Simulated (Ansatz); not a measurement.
# GaAsH+ (triplet): the correlation ladder, cc-pVTZ

How much of the correlation energy of GaAsH+ (triplet) does each wave-function method recover here?

Computed with Ansatz 0.2.0, Gaussian basis. Level: cc-pVTZ, core rule «outside noble gas», up to 28 orbitals frozen.

To be run: UHF; CCSD(T) on ROHF; CCSD(T) on UHF; BCCD(T) on ROHF; CCSDT(Q) on ROHF; CCSDT(Q) on UHF.

15 further runs of the same task are left out: 10 for a known fault of the program, 5 set aside as unsound or not needed. Runs told in other sessions of the task aren't counted.

## (1) The system

The geometry is a PBE0/def2-TZVP stationary point (not a proven minimum) of the parent state, kept for this charge and spin. No spin-orbit coupling is included. The filled d shell of Ga, As may be among the frozen orbitals whatever the setting's name suggests.

3 atoms, charge 1, spin multiplicity 3.

Atoms are counted from 1 here; the program's logs count them from 0.

Bond lengths: Ga1–As2 2.510 Å, Ga1–H3 1.618 Å. Angles: As2–Ga1–H3 115.1°.

In the tables R marks a restricted open-shell determinant and U an unrestricted one; energies count from the table's Hartree-Fock row.

## (2) UHF

in.yaml reads:

```yaml
crystal:
  periodic: [false, false, false]
  atoms:
    - {symbol: Ga, position_ang: [0.000000, -0.505457, 0.594301]}
    - {symbol: As, position_ang: [0.000000, -0.435519, -1.914688]}
    - {symbol: H, position_ang: [0.000000, 0.940976, 1.320387]}
basis:
  gaussian: {orbitals: cc-pVTZ}
total_charge: 1
magnetization: {spin_polarized: true, initial_magnetization: 2}
hamiltonian: {xc: hf}
output: {orbitals: {seedname: orbitals}}
```

On the command line:

```
$ ansatz run in.yaml --threads 1 --pin off --events-out ev --progress --plain --max-ram 2560MiB --backend cpu
```

The program printed:

```text
Functional definition: HF
  name "HF"
  cite "Fock, Z. Phys. 61, 126 (1930) doi:10.1007/BF01340294"
  parent pbe
  exchange = exact_x
  correlation = 0
652 factors; integrals over basis functions are off by at most 7.0e-4 eV
mean field evaluation 1: about -113139.1188 eV, gradient 1.0e1 eV
mean field evaluation 2: about -113139.1222 eV, gradient 1.0e1 eV
mean field evaluation 4: about -113140.0861 eV, gradient 1.6e0 eV
mean field evaluation 8: about -113140.1541 eV, gradient 4.1e-1 eV
mean field evaluation 16: about -113140.2792 eV, gradient 7.4e-5 eV
mean field evaluation 32: about -113139.5050 eV, gradient 5.0e0 eV
mean field evaluation 64: about -113136.8855 eV, gradient 9.8e0 eV
mean field evaluation 96: about -113140.2184 eV, gradient 9.0e-1 eV
mean field -113140.27924856 eV, -4157.8285731489 hartree, gradient 8.6e-5 eV, S^2 2.436631; 4 other end points of the search recorded, 0 dependent functions left out
reference -113140.27924856 eV, -4157.8285731489 hartree; 33, 31 occupied and 67, 69 virtual orbitals, 652 factors
Total energy: -113140.27924856 eV, -4157.8285731489 hartree
```

It took 11 s on 1 thread of AMD EPYC 7R13, shared host; peak memory 0.25 GiB.

From the report: ⟨S²⟩ of the determinant 2.437 (pure triplet: 2.00).

## (3) CCSD(T) on ROHF

Edit in.yaml of step 2 so:

```diff
@@ -9,4 +9,3 @@
 total_charge: 1
-magnetization: {spin_polarized: true, initial_magnetization: 2}
-hamiltonian: {xc: hf}
-output: {orbitals: {seedname: orbitals}}
+magnetization: {spin_polarized: false, initial_magnetization: 2}
+correlation: {method: ccsd_t, electrons: outside_noble_gas}
```

Same command.

The program printed, shortened:

```text
Functional definition: HF
  name "HF"
  cite "Fock, Z. Phys. 61, 126 (1930) doi:10.1007/BF01340294"
  parent pbe
[...]
652 factors; integrals over basis functions are off by at most 7.0e-4 eV
[...]
mean field -113139.97319877 eV, -4157.8173260265 hartree, gradient 4.0e-6 eV, S^2 2.000000; 2 other end points of the search recorded, 0 dependent functions left out
[...]
determinant -113139.97319877 eV, -4157.8173260265 hartree, with singles and doubles -113144.69467563 eV, -4157.9908371010 hartree
determinant -113138.31769333 eV, -4157.7564873237 hartree, with singles and doubles -113142.72333383 eV, -4157.9183916257 hartree
determinant -113137.47610562 eV, -4157.7255595460 hartree, with singles and doubles -113142.36099698 eV, -4157.9050759923 hartree
28 core orbitals not correlated: weight in the atoms' cores, before any rotation towards them, 0.999 or more for the frozen orbitals, at most 0.001 for the correlated occupied ones
reference -113139.97319877 eV, -4157.8173260265 hartree; 5, 3 occupied and 67, 69 virtual orbitals, 652 factors
second order -3.76046908 eV of doubles, -0.08074365 eV of singles
cycle   1  -4.62893805 eV  change   -2.4e-1 eV  update   2.2e-2
[...]
cycle  12  -4.64451208 eV  change   -3.1e-7 eV  update   5.9e-6
perturbative correction -0.20749368 eV, -0.0076252520 hartree
Total energy: -113144.82520452 eV, -4157.9956339491 hartree
```

It took 17 s on 1 thread of AMD EPYC 7R13, shared host; peak memory 0.33 GiB.

From the report: correlation -4.8520 eV; T1 0.036; largest double amplitude 0.08.

## (4) CCSD(T) on UHF

Edit in.yaml of step 3 so:

```diff
@@ -9,3 +9,3 @@
 total_charge: 1
-magnetization: {spin_polarized: false, initial_magnetization: 2}
+magnetization: {spin_polarized: true, initial_magnetization: 2}
 correlation: {method: ccsd_t, electrons: outside_noble_gas}
```

Same command.

The program printed, shortened:

```text
Functional definition: HF
  name "HF"
  cite "Fock, Z. Phys. 61, 126 (1930) doi:10.1007/BF01340294"
  parent pbe
[...]
652 factors; integrals over basis functions are off by at most 7.0e-4 eV
[...]
mean field -113140.27924856 eV, -4157.8285731489 hartree, gradient 1.3e-6 eV, S^2 2.436610; 13 other end points of the search recorded, 0 dependent functions left out
determinant -113140.27924856 eV, -4157.8285731489 hartree, with singles and doubles -113144.65526308 eV, -4157.9893887162 hartree
determinant -113138.79854210 eV, -4157.7741581901 hartree, with singles and doubles -113142.72953266 eV, -4157.9186194289 hartree
determinant -113138.58180164 eV, -4157.7661931251 hartree, with singles and doubles -113142.58499291 eV, -4157.9133076909 hartree
determinant -113138.51121953 eV, -4157.7635992803 hartree, with singles and doubles -113142.41715324 eV, -4157.9071396966 hartree
determinant -113138.49641889 eV, -4157.7630553670 hartree, with singles and doubles -113142.73921615 eV, -4157.9189752903 hartree
determinant -113138.16479963 eV, -4157.7508685839 hartree, with singles and doubles -113142.53015222 eV, -4157.9112923327 hartree
determinant -113137.71033801 eV, -4157.7341674275 hartree, with singles and doubles -113142.38033939 eV, -4157.9057868127 hartree
28 core orbitals not correlated: weight in the atoms' cores, before any rotation towards them, 0.999 or more for the frozen orbitals, at most 0.001 for the correlated occupied ones
reference -113140.27924856 eV, -4157.8285731489 hartree; 5, 3 occupied and 67, 69 virtual orbitals, 652 factors
second order -3.41501642 eV of doubles, -0.00000000 eV of singles
cycle   1  -4.31166326 eV  change   -2.7e-1 eV  update   2.4e-2
[...]
cycle  12  -4.33911276 eV  change    6.6e-7 eV  update   8.1e-6
perturbative correction -0.19740653 eV, -0.0072545561 hartree
Total energy: -113144.81576784 eV, -4157.9952871577 hartree
```

It took 99 s on 1 thread of AMD EPYC 7R13, shared host; peak memory 0.32 GiB.

From the report: ⟨S²⟩ of the determinant 2.437 (pure triplet: 2.00); correlation -4.5365 eV; T1 0.070; largest double amplitude 0.09.

## (5) BCCD(T) on ROHF

Edit in.yaml of step 4 so:

```diff
@@ -9,3 +9,3 @@
 total_charge: 1
-magnetization: {spin_polarized: true, initial_magnetization: 2}
-correlation: {method: ccsd_t, electrons: outside_noble_gas}
+magnetization: {spin_polarized: false, initial_magnetization: 2}
+correlation: {method: bccd_t, electrons: outside_noble_gas}
```

The command is unchanged.

The program printed, shortened:

```text
Functional definition: HF
  name "HF"
  cite "Fock, Z. Phys. 61, 126 (1930) doi:10.1007/BF01340294"
  parent pbe
[...]
652 factors; integrals over basis functions are off by at most 7.0e-4 eV
[...]
mean field -113139.97319877 eV, -4157.8173260265 hartree, gradient 4.0e-6 eV, S^2 2.000000; 2 other end points of the search recorded, 0 dependent functions left out
[...]
determinant -113139.97319877 eV, -4157.8173260265 hartree, with singles and doubles -113144.69467563 eV, -4157.9908371010 hartree
determinant -113138.31769333 eV, -4157.7564873237 hartree, with singles and doubles -113142.72333383 eV, -4157.9183916257 hartree
determinant -113137.47610562 eV, -4157.7255595460 hartree, with singles and doubles -113142.36099698 eV, -4157.9050759923 hartree
28 core orbitals not correlated: weight in the atoms' cores, before any rotation towards them, 0.999 or more for the frozen orbitals, at most 0.001 for the correlated occupied ones
reference -113139.97319877 eV, -4157.8173260265 hartree; 5, 3 occupied and 67, 69 virtual orbitals, 652 factors
second order -3.76046908 eV of doubles, -0.08074365 eV of singles
cycle   1  -4.63181350 eV  change   -2.4e-1 eV  update   2.5e-2
[...]
cycle  14  -4.64150713 eV  change    1.8e-6 eV  update   7.7e-6
perturbative correction -0.20998820 eV, -0.0077169240 hartree
Total energy: -113144.82469409 eV, -4157.9956151913 hartree
```

Wall time 17 s (1 thread of AMD EPYC 7R13, shared host); peak memory 0.41 GiB.

From the report: correlation -4.8515 eV; largest double amplitude 0.08.

## (6) CCSDT(Q) on ROHF

Edit in.yaml of step 5 so:

```diff
@@ -10,2 +10,2 @@
 magnetization: {spin_polarized: false, initial_magnetization: 2}
-correlation: {method: bccd_t, electrons: outside_noble_gas}
+correlation: {method: ccsdt_q, electrons: outside_noble_gas}
```

On the command line:

```
$ ansatz run in.yaml --threads 2 --pin off --events-out ev --progress --plain --max-ram 15360MiB --backend cuda --devices 0, --max-vram 18GiB
```

The program printed, shortened:

```text
Functional definition: HF
  name "HF"
  cite "Fock, Z. Phys. 61, 126 (1930) doi:10.1007/BF01340294"
  parent pbe
[...]
1147 factors; integrals over basis functions are off by at most 1.7e-7 eV
[...]
mean field -113139.97321444 eV, -4157.8173266025 hartree, gradient 6.5e-6 eV, S^2 2.000000; 2 other end points of the search recorded, 0 dependent functions left out
[...]
determinant -113139.97321444 eV, -4157.8173266025 hartree, with singles and doubles -113144.69470932 eV, -4157.9908383390 hartree
determinant -113138.31771149 eV, -4157.7564879911 hartree, with singles and doubles -113142.72337034 eV, -4157.9183929675 hartree
determinant -113137.47612585 eV, -4157.7255602893 hartree, with singles and doubles -113142.36102292 eV, -4157.9050769454 hartree
28 core orbitals not correlated: weight in the atoms' cores, before any rotation towards them, 0.999 or more for the frozen orbitals, at most 0.001 for the correlated occupied ones
reference -113139.97321444 eV, -4157.8173266025 hartree; 5, 3 occupied and 67, 69 virtual orbitals, 1147 factors
second order -3.76049240 eV of doubles, -0.08074386 eV of singles
cycle   1  -4.38014731 eV  change   -5.4e-1 eV  update   8.4e-2
[...]
cycle  26  -4.89678813 eV  change   -4.5e-7 eV  update   5.3e-7
perturbative correction -0.01288735 eV, -0.0004736013 hartree
Total energy: -113144.88288992 eV, -4157.9977538484 hartree
```

It took 8 s on 1 × H100 (card shared with other runs) with 2 threads of AMD EPYC 7R13, shared host; peak host memory 0.84 GiB.

From the report: correlation -4.9097 eV; T1 0.038; largest double amplitude 0.10.

## (7) CCSDT(Q) on UHF

Edit in.yaml of step 6 so:

```diff
@@ -9,3 +9,3 @@
 total_charge: 1
-magnetization: {spin_polarized: false, initial_magnetization: 2}
+magnetization: {spin_polarized: true, initial_magnetization: 2}
 correlation: {method: ccsdt_q, electrons: outside_noble_gas}
```

Launched as before.

The program printed, shortened:

```text
Functional definition: HF
  name "HF"
  cite "Fock, Z. Phys. 61, 126 (1930) doi:10.1007/BF01340294"
  parent pbe
[...]
1147 factors; integrals over basis functions are off by at most 1.7e-7 eV
[...]
mean field -113140.27926627 eV, -4157.8285737998 hartree, gradient 1.6e-6 eV, S^2 2.436613; 13 other end points of the search recorded, 0 dependent functions left out
determinant -113140.27926627 eV, -4157.8285737998 hartree, with singles and doubles -113144.65529137 eV, -4157.9893897559 hartree
determinant -113138.79856192 eV, -4157.7741589185 hartree, with singles and doubles -113142.72957154 eV, -4157.9186208574 hartree
determinant -113138.58182310 eV, -4157.7661939138 hartree, with singles and doubles -113142.58502432 eV, -4157.9133088452 hartree
determinant -113138.51124048 eV, -4157.7636000502 hartree, with singles and doubles -113142.41718441 eV, -4157.9071408422 hartree
determinant -113138.49643736 eV, -4157.7630560457 hartree, with singles and doubles -113142.73925113 eV, -4157.9189765759 hartree
determinant -113138.16482093 eV, -4157.7508693668 hartree, with singles and doubles -113142.53018884 eV, -4157.9112936786 hartree
determinant -113137.71035867 eV, -4157.7341681867 hartree, with singles and doubles -113142.38037635 eV, -4157.9057881712 hartree
28 core orbitals not correlated: weight in the atoms' cores, before any rotation towards them, 0.999 or more for the frozen orbitals, at most 0.001 for the correlated occupied ones
reference -113140.27926627 eV, -4157.8285737998 hartree; 5, 3 occupied and 67, 69 virtual orbitals, 1147 factors
second order -3.41503239 eV of doubles, -0.00000000 eV of singles
cycle   1  -3.94334076 eV  change   -5.3e-1 eV  update   8.4e-2
[...]
cycle  29  -4.59477548 eV  change   -4.9e-7 eV  update   5.2e-7
perturbative correction -0.01396565 eV, -0.0005132282 hartree
Total energy: -113144.88800740 eV, -4157.9979419125 hartree
```

Run time: 19 s. Hardware: 1 × H100 (card shared with other runs) with 2 threads of AMD EPYC 7R13, shared host; peak host memory 0.84 GiB.

From the report: ⟨S²⟩ of the determinant 2.437 (pure triplet: 2.00); correlation -4.6087 eV; T1 0.082; largest double amplitude 0.11.

## (8) All levels against the top one

The yardstick is UCCSDT(Q), where the cluster series has nearly closed. Rows without a time are mean-field rows or come out of runs for another level: lower rungs of the coupled-cluster runs, or the Hartree-Fock search.

| method | energy from the lowest ROHF (kcal/mol) | from UCCSDT(Q) (kcal/mol) | time |
| --- | --- | --- | --- |
| ROHF | 0.00 | +113.34 |  |
| UHF | -7.06 | +106.28 |  |
| RMP2 | -88.58 | +24.76 |  |
| UMP2 | -85.81 | +27.53 |  |
| RCCSD | -107.11 | +6.23 |  |
| UCCSD | -107.12 | +6.22 |  |
| RCCSD(T) | -111.89 | +1.45 | 17 s |
| UCCSD(T) | -111.67 | +1.67 | 99 s |
| BCCD(T) | -111.88 | +1.46 | 17 s |
| RCCSDT | -112.92 | +0.42 |  |
| UCCSDT | -113.02 | +0.32 |  |
| RCCSDT(Q) | -113.22 | +0.12 | 8 s (GPU) |
| UCCSDT(Q) | -113.34 | 0 | 19 s (GPU) |

Some runs used a GPU and others CPU threads alone; cost is compared among the CPU runs only.

## (9) Summary of results

```
                         quantity                      value
    UCCSDT(Q) from the ROHF energy                 -4.9148 eV
              RMP2 from UCCSDT(Q)            +24.76 kcal/mol
              UMP2 from UCCSDT(Q)            +27.53 kcal/mol
             RCCSD from UCCSDT(Q)             +6.23 kcal/mol
          RCCSD(T) from UCCSDT(Q)             +1.45 kcal/mol
          UCCSD(T) from UCCSDT(Q)             +1.67 kcal/mol
         RCCSDT(Q) from UCCSDT(Q)             +0.12 kcal/mol
levels within 1 kcal/mol (43 meV)  RCCSDT, UCCSDT, RCCSDT(Q)
                    T1 diagnostic                      0.036
```

In words: RCCSD(T) lands +1.45 kcal/mol from the yardstick (1.3 % of the correlation energy). These misses are within one basis, not against nature; the frozen cores of restricted and unrestricted runs differ, which can shift their rows.
